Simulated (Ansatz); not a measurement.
# TiClO: the cost of one run

All numbers are computed with Ansatz 0.2.0, driven from Python. Level of theory: DFT PBEsol, all-electron LAPW.

### 1 Starting point

Symmetry: Pmmn, No. 59, orthorhombic system. The conventional cell has a = 3.380 Å, b = 3.790 Å, c = 8.030 Å, α = 90.00°, β = 90.00°, γ = 90.00°. Around Ti (site symmetry mm2) lie 4 O at 1.95 to 2.26 Å and 2 Cl at 2.32 Å. Around Cl (site symmetry mm2) lie 2 Ti at 2.32 Å. O (site symmetry mm2) has 2 Ti at 1.95 Å as nearest neighbours.

The script holds or builds the structure itself.

### 2 The code

The input, ticlo.py:

```python
"""E(V) of TiClO on LAPW."""

from dataclasses import dataclass

import ansatz as az
from ase.eos import EquationOfState
from ase.units import GPa
import numpy as np


@dataclass
class RunConfig:
    xc: str = "pbesol"
    occupations: str = "Gaussian"
    smearing_width: float = 0.02
    kmesh: tuple[int, ...] = (8, 7, 4)


cfg = RunConfig()

VECTORS = np.array([
    [3.38, 0.0, 0.0],
    [0.0, 3.79, 0.0],
    [0.0, 0.0, 8.03],
])
SITES = [
    ("Ti", (0.0, 0.5, 0.122)),
    ("Ti", (0.5, 0.0, 0.878)),
    ("Cl", (0.5, 0.5, 0.32)),
    ("Cl", (0.0, 0.0, 0.68)),
    ("O", (0.5, 0.5, 0.935)),
    ("O", (0.0, 0.0, 0.065)),
]


def make_crystal(cell):
    crystal = az.Crystal(lattice=az.Lattice.of(cell))
    for symbol, position in SITES:
        crystal = crystal.atom(symbol, position)
    return crystal


def main() -> None:
    volumes, energies = [], []
    for scale in np.linspace(0.92, 1.08, 5):
        cell = VECTORS * scale ** (1 / 3)
        job = (
            make_crystal(cell).calculation()
            .functional(cfg.xc)
            .occupations(cfg.occupations, width=cfg.smearing_width)
            .kpoints(*cfg.kmesh)
            .pseudopotentials("all_electron", lapw=True)
        )
        rep = job.run(threads=1, backend="cpu").report
        volumes.append(abs(np.linalg.det(cell)) / len(SITES))
        energies.append(rep["free_energy_ev"] / len(SITES))
        print(f"{scale:.3f} {volumes[-1]:9.4f} A^3/atom {energies[-1]:16.5f} eV/atom  (estimated basis error {1000 * rep['lapw_basis_errors']['total_ev_per_atom']:.2f} meV/atom)")
    v0, e0, bulk = EquationOfState(volumes, energies, eos="birchmurnaghan").fit()
    print(f"V0 = {v0:.4f} A^3/atom, B0 = {bulk / GPa:.1f} GPa")


if __name__ == "__main__":
    main()
```

### 3 The input behind the calls

The engine receives this input (first run):

```yaml
crystal:
  lattice:
    - [3.2873502326197332, 0.0, 0.0]
    - [0.0, 3.6861116513694645, 0.0]
    - [0.0, 0.0, 7.809888274537413]
  atoms:
    - { symbol: Ti, position: [0.0, 0.5, 0.122] }
    - { symbol: Ti, position: [0.5, 0.0, 0.878] }
    - { symbol: Cl, position: [0.5, 0.5, 0.32] }
    - { symbol: Cl, position: [0.0, 0.0, 0.68] }
    - { symbol: O, position: [0.5, 0.5, 0.935] }
    - { symbol: O, position: [0.0, 0.0, 0.065] }
kpoints:
  mp_grid:
    grid: [8, 7, 4]
hamiltonian:
  xc: pbesol
  pseudopotentials:
    kind: all_electron
    lapw: {}
scf:
  occupations:
    method: gaussian
    width: 0.02
```

### 4 The run

Started as:

```sh
> python ticlo.py
```

What time and memory should one allow on 1 thread of Arm Neoverse V2, shared host?

About 13 min, with a peak of 1.6 GiB.
